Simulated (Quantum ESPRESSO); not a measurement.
# GaGe3 (Fm-3m) in Quantum ESPRESSO: further runs, part 2 of 2

Quantum ESPRESSO 7.5. The steps go on from the part before.

## Step 3: Single point, LDA, 18.26 Å³/atom

Input file pw.in:

```
&CONTROL
  calculation = 'scf'
  prefix = 'pwscf'
  outdir = './tmp'
  pseudo_dir = './pseudo'
  tprnfor = .true.
  tstress = .true.
  disk_io = 'nowf'
/
&SYSTEM
  ibrav = 0
  nat = 4
  ntyp = 2
  ecutwfc = 56
  ecutrho = 448
  nbnd = 41
  occupations = 'smearing'
  smearing = 'fd'
  degauss = 0.00367493
/
&ELECTRONS
  conv_thr = 8d-10
  electron_maxstep = 120
  mixing_beta = 0.5
/
ATOMIC_SPECIES
Ge    72.6300 ge_lda_v1.4.uspp.F.UPF
Ga    69.7230 ga_lda_v1.4.uspp.F.UPF
CELL_PARAMETERS angstrom
   0.0000000000    3.3180217411    3.3180217411
   3.3180217411    0.0000000000    3.3180217411
   3.3180217411    3.3180217411    0.0000000000
ATOMIC_POSITIONS crystal
Ge     0.5000000000    0.5000000000    0.5000000000
Ge     0.7500000000    0.7500000000    0.7500000000
Ge     0.2500000000    0.2500000000    0.2500000000
Ga     0.0000000000    0.0000000000    0.0000000000
K_POINTS automatic
7 7 7 0 0 0
```

Potentials or basis: GBRV 1.5 LDA.

Started as:

```sh
$ OMP_NUM_THREADS=1 mpirun -n 2 pw.x -nk 2 -in pw.in > pw.out
```

pw.out:

```text
This program is part of the open-source Quantum ESPRESSO suite
     for quantum simulation of materials; please cite
[... 6 lines left out ...]
     using ibrav=0 with symmetry is DISCOURAGED, use correct ibrav instead

     K-points division:     npool     =       2
     Subspace diagonalization in iterative solution of the eigenvalue problem:
     a serial algorithm will be used

     G-vector sticks info
     --------------------
     sticks:   dense  smooth     PW     G-vecs:    dense   smooth      PW
     Sum        2419    1213    361                79063    27941    4477

     Using Slab Decomposition

     bravais-lattice index     =            0
     lattice parameter (alat)  =       8.8673  a.u.
     unit-cell volume          =     493.0197 (a.u.)^3
     number of atoms/cell      =            4
     number of atomic types    =            2
     number of electrons       =        61.00
     number of Kohn-Sham states=           41
     kinetic-energy cutoff     =      56.0000  Ry
     charge density cutoff     =     448.0000  Ry
     scf convergence threshold =      8.0E-10
     mixing beta               =       0.5000
     number of iterations used =            8  plain     mixing
     Exchange-correlation=  SLA  PZ   NOGX NOGC
                           (   1   1   0   0   0   0   0)

     celldm(1)=   8.867335  celldm(2)=   0.000000  celldm(3)=   0.000000
     celldm(4)=   0.000000  celldm(5)=   0.000000  celldm(6)=   0.000000

     crystal axes: (cart. coord. in units of alat)
               a(1) = (   0.000000   0.707107   0.707107 )
               a(2) = (   0.707107   0.000000   0.707107 )
               a(3) = (   0.707107   0.707107   0.000000 )

     reciprocal axes: (cart. coord. in units 2 pi/alat)
               b(1) = ( -0.707107  0.707107  0.707107 )
               b(2) = (  0.707107 -0.707107  0.707107 )
               b(3) = (  0.707107  0.707107 -0.707107 )

     PseudoPot. # 1 for Ge read from file:
     ge_lda_v1.4.uspp.F.UPF
     Pseudo is Ultrasoft + core correction, Zval = 14.0
     Generated by new atomic code, or converted to UPF format
     Using radial grid of  873 points,  6 beta functions with:
                l(1) =   0
                l(2) =   0
                l(3) =   1
                l(4) =   1
                l(5) =   2
                l(6) =   2
[... 52 lines left out ...]
        k(   20) = (   0.0000000  -0.4040610   0.6060915), wk =   0.1399417

     Dense  grid:    79063 G-vectors     FFT dimensions: (  60,  60,  60)

     Smooth grid:    27941 G-vectors     FFT dimensions: (  45,  45,  45)

     Check: negative core charge=   -0.000001

     Initial potential from superposition of free atoms

     starting charge      59.9979, renormalised to      61.0000
     Starting wfcs are   39 randomized atomic wfcs +    2 random wfcs

     Self-consistent Calculation

     iteration #  1     ecut=    56.00 Ry     beta= 0.50
     Davidson diagonalization with overlap
     ethr =  1.00E-02,  avg # of iterations =  4.8

     total energy              =   -1053.94055260 Ry
     estimated scf accuracy    <       0.78565898 Ry
[... 50 lines left out ...]
     iteration #  9     ecut=    56.00 Ry     beta= 0.50
     Davidson diagonalization with overlap
     ethr =  6.31E-12,  avg # of iterations =  2.5

     End of self-consistent calculation

          k = 0.0000 0.0000 0.0000 (  3479 PWs)   bands (ev):

   -82.8701 -82.8701 -82.8701 -13.6445 -13.6445 -13.6372 -13.6372 -13.6372
   -13.6119 -13.6119 -13.6119 -13.5625 -13.5625 -13.5545 -13.5545 -13.5398
   -13.5398 -13.5398  -3.6973  -3.6973  -3.6973  -3.6667  -3.6667  -1.8613
     5.3767   6.5381   9.4494   9.4494   9.4494   9.7290   9.7290   9.7290
    10.1628  11.3421  11.3421  11.3421  15.9600  15.9600  21.3503  21.3503
    21.3503
[... 129 lines left out ...]
   -82.8701 -82.8701 -82.8701 -13.6578 -13.6555 -13.6314 -13.6282 -13.6133
   -13.6019 -13.6001 -13.5881 -13.5824 -13.5781 -13.5660 -13.5657 -13.5604
   -13.5282 -13.5270  -3.7158  -3.6854  -3.6826  -3.6823  -3.6648   1.3741
     1.7548   3.0667   4.8066   6.1871   7.5193  12.5661  13.1424  13.6659
    14.3585  15.3520  15.8807  16.6892  17.2024  18.0089  18.7494  19.6994
    20.2769

          k = 0.4041 0.2020 0.0000 (  3491 PWs)   bands (ev):

   -82.8701 -82.8701 -82.8701 -13.6541 -13.6521 -13.6352 -13.6263 -13.6245
   -13.6025 -13.5990 -13.5921 -13.5879 -13.5688 -13.5674 -13.5580 -13.5492
   -13.5372 -13.5315  -3.7070  -3.6929  -3.6885  -3.6741  -3.6664  -0.4972
     3.3984   3.9422   5.6151   7.9788   8.4218   9.4965  11.8462  12.5485
    12.5873  14.2583  15.0081  15.9486  16.4712  18.0334  18.7618  19.3505
    22.4364
[... 21 lines left out ...]
   -82.8701 -82.8701 -82.8701 -13.6554 -13.6472 -13.6433 -13.6219 -13.6121
   -13.6049 -13.6032 -13.5922 -13.5792 -13.5779 -13.5709 -13.5653 -13.5469
   -13.5386 -13.5251  -3.7052  -3.6977  -3.6829  -3.6782  -3.6675   1.5168
     1.9141   2.4950   4.0894   7.9860   9.8821   9.9993  10.5496  13.7658
    14.4748  14.5751  16.2028  16.6591  17.8017  18.0506  18.3679  22.0001
    22.4120

     the Fermi energy is    11.0655 ev

!    total energy              =   -1054.16733794 Ry
     estimated scf accuracy    <          1.9E-10 Ry
     smearing contrib. (-TS)   =      -0.00062620 Ry
     internal energy E=F+TS    =   -1054.16671175 Ry

     The total energy is F=E-TS. E is the sum of the following terms:
     one-electron contribution =    -679.66585920 Ry
     hartree contribution      =     390.37851491 Ry
     xc contribution           =    -219.44406006 Ry
     ewald contribution        =    -545.43530739 Ry

     convergence has been achieved in   9 iterations

     Forces acting on atoms (cartesian axes, Ry/au):

     atom    1 type  1   force =     0.00000000    0.00000000    0.00000000
     atom    2 type  1   force =     0.00000000    0.00000000    0.00000000
     atom    3 type  1   force =     0.00000000    0.00000000    0.00000000
     atom    4 type  2   force =     0.00000000    0.00000000   -0.00000000

     Total force =     0.000000     Total SCF correction =     0.000000

     Computing stress (Cartesian axis) and pressure

          total   stress  (Ry/bohr**3)                   (kbar)     P=      -17.81
  -0.00012106   0.00000000   0.00000000          -17.81        0.00        0.00
   0.00000000  -0.00012106  -0.00000000            0.00      -17.81       -0.00
  -0.00000000  -0.00000000  -0.00012106           -0.00       -0.00      -17.81

=------------------------------------------------------------------------------=
   JOB DONE.
=------------------------------------------------------------------------------=
```

Run time: 30 s. Hardware: 2 MPI ranks of Arm Neoverse V2, shared host; peak memory 0.44 GiB.

What came out:

```yaml
Free_energy: -14342.6773 eV
Pressure: -1.8 GPa
Band_gap_on_the_k_mesh: none (metal or under the smearing width)
```

## Step 4: Single point, LDA, 18.65 Å³/atom

Changes to pw.in since step 3:

```diff
@@ -29,5 +29,5 @@
 CELL_PARAMETERS angstrom
-   0.0000000000    3.3180217411    3.3180217411
-   3.3180217411    0.0000000000    3.3180217411
-   3.3180217411    3.3180217411    0.0000000000
+   0.0000000000    3.3413888613    3.3413888613
+   3.3413888613    0.0000000000    3.3413888613
+   3.3413888613    3.3413888613    0.0000000000
 ATOMIC_POSITIONS crystal
```

Started as:

```sh
$ OMP_NUM_THREADS=1 mpirun -n 2 pw.x -nk 2 -in pw.in > pw.out
```

Run time: 30 s. Hardware: 2 MPI ranks of Arm Neoverse V2, shared host; peak memory 0.44 GiB.

The run converged. Its results:

* Free energy: -14342.6533 eV
* Pressure: -3.2 GPa
* Band gap on the k mesh: none (metal or under the smearing width)

## Step 5: Single point, LDA, 19.04 Å³/atom

Changes to pw.in since step 4:

```diff
@@ -29,5 +29,5 @@
 CELL_PARAMETERS angstrom
-   0.0000000000    3.3413888613    3.3413888613
-   3.3413888613    0.0000000000    3.3413888613
-   3.3413888613    3.3413888613    0.0000000000
+   0.0000000000    3.3644336506    3.3644336506
+   3.3644336506    0.0000000000    3.3644336506
+   3.3644336506    3.3644336506    0.0000000000
 ATOMIC_POSITIONS crystal
```

Started as:

```sh
$ OMP_NUM_THREADS=1 mpirun -n 2 pw.x -nk 2 -in pw.in > pw.out
```

Wall time 31 s (2 MPI ranks of Arm Neoverse V2, shared host); peak memory 0.46 GiB.

The run converged. Its results:

```
Free energy            : -14342.6165 eV
Pressure               : -4.4 GPa
Band gap on the k mesh : none (metal or under the smearing width)
```

## Step 6: Single point, LDA, 19.43 Å³/atom

Changes to pw.in since step 5:

```diff
@@ -29,5 +29,5 @@
 CELL_PARAMETERS angstrom
-   0.0000000000    3.3644336506    3.3644336506
-   3.3644336506    0.0000000000    3.3644336506
-   3.3644336506    3.3644336506    0.0000000000
+   0.0000000000    3.3871670000    3.3871670000
+   3.3871670000    0.0000000000    3.3871670000
+   3.3871670000    3.3871670000    0.0000000000
 ATOMIC_POSITIONS crystal
```

Potentials or basis: GBRV 1.5 LDA.

Started as:

```sh
$ OMP_NUM_THREADS=1 mpirun -n 2 pw.x -nk 2 -in pw.in > pw.out
```

Wall time 31 s (2 MPI ranks of Arm Neoverse V2, shared host); peak memory 0.48 GiB.

The run converged. Its results:

```
Free energy            : -14342.5685 eV
Pressure               : -5.5 GPa
Band gap on the k mesh : none (metal or under the smearing width)
```

## Step 7: Single point, LDA, 19.82 Å³/atom

Changes to pw.in since step 6:

```diff
@@ -29,5 +29,5 @@
 CELL_PARAMETERS angstrom
-   0.0000000000    3.3871670000    3.3871670000
-   3.3871670000    0.0000000000    3.3871670000
-   3.3871670000    3.3871670000    0.0000000000
+   0.0000000000    3.4095992233    3.4095992233
+   3.4095992233    0.0000000000    3.4095992233
+   3.4095992233    3.4095992233    0.0000000000
 ATOMIC_POSITIONS crystal
```

Started as:

```sh
$ OMP_NUM_THREADS=1 mpirun -n 2 pw.x -nk 2 -in pw.in > pw.out
```

Run time: 31 s. Hardware: 2 MPI ranks of Arm Neoverse V2, shared host; peak memory 0.48 GiB.

Results (log left out):

```yaml
Free_energy: -14342.5105 eV
Pressure: -6.5 GPa
Band_gap_on_the_k_mesh: none (metal or under the smearing width)
```

## Step 8: Single point, LDA, 20.21 Å³/atom

Changes to pw.in since step 7:

```diff
@@ -29,5 +29,5 @@
 CELL_PARAMETERS angstrom
-   0.0000000000    3.4095992233    3.4095992233
-   3.4095992233    0.0000000000    3.4095992233
-   3.4095992233    3.4095992233    0.0000000000
+   0.0000000000    3.4317400984    3.4317400984
+   3.4317400984    0.0000000000    3.4317400984
+   3.4317400984    3.4317400984    0.0000000000
 ATOMIC_POSITIONS crystal
```

Started as:

```sh
$ OMP_NUM_THREADS=1 mpirun -n 2 pw.x -nk 2 -in pw.in > pw.out
```

It took 32 s on 2 MPI ranks of Arm Neoverse V2, shared host; peak memory 0.48 GiB.

It converged, with:

- Free energy: -14342.4437 eV
- Pressure: -7.3 GPa
- Band gap on the k mesh: none (metal or under the smearing width)

## Step 9: Single point, LDA, 20.60 Å³/atom

Changes to pw.in since step 8:

```diff
@@ -29,5 +29,5 @@
 CELL_PARAMETERS angstrom
-   0.0000000000    3.4317400984    3.4317400984
-   3.4317400984    0.0000000000    3.4317400984
-   3.4317400984    3.4317400984    0.0000000000
+   0.0000000000    3.4535989049    3.4535989049
+   3.4535989049    0.0000000000    3.4535989049
+   3.4535989049    3.4535989049    0.0000000000
 ATOMIC_POSITIONS crystal
```

Potentials or basis: GBRV 1.5 LDA.

Started as:

```sh
$ OMP_NUM_THREADS=1 mpirun -n 2 pw.x -nk 2 -in pw.in > pw.out
```

It took 33 s on 2 MPI ranks of Arm Neoverse V2, shared host; peak memory 0.48 GiB.

The run converged. Its results:

```yaml
Free_energy: -14342.3693 eV
Pressure: -8.0 GPa
Band_gap_on_the_k_mesh: none (metal or under the smearing width)
```

## Step 10: Equation of state, LDA

Potentials or basis: GBRV 1.5 LDA.

This step only gathers the single runs of the series.

What came out:

- Equilibrium volume: 17.84 Å³/atom (rough: see the caveat)
- Bulk modulus: 79 GPa (rough)

Energy against volume, from the lowest point:
| volume (Å³/atom) | energy (meV/atom) |
| --- | --- |
| 18.264 | 0.00 |
| 18.653 | 5.99 |
| 19.042 | 15.20 |
| 19.430 | 27.21 |
| 19.819 | 41.71 |
| 20.208 | 58.41 |
| 20.596 | 77.00 |

Caveat: the minimum lies outside the volumes run.
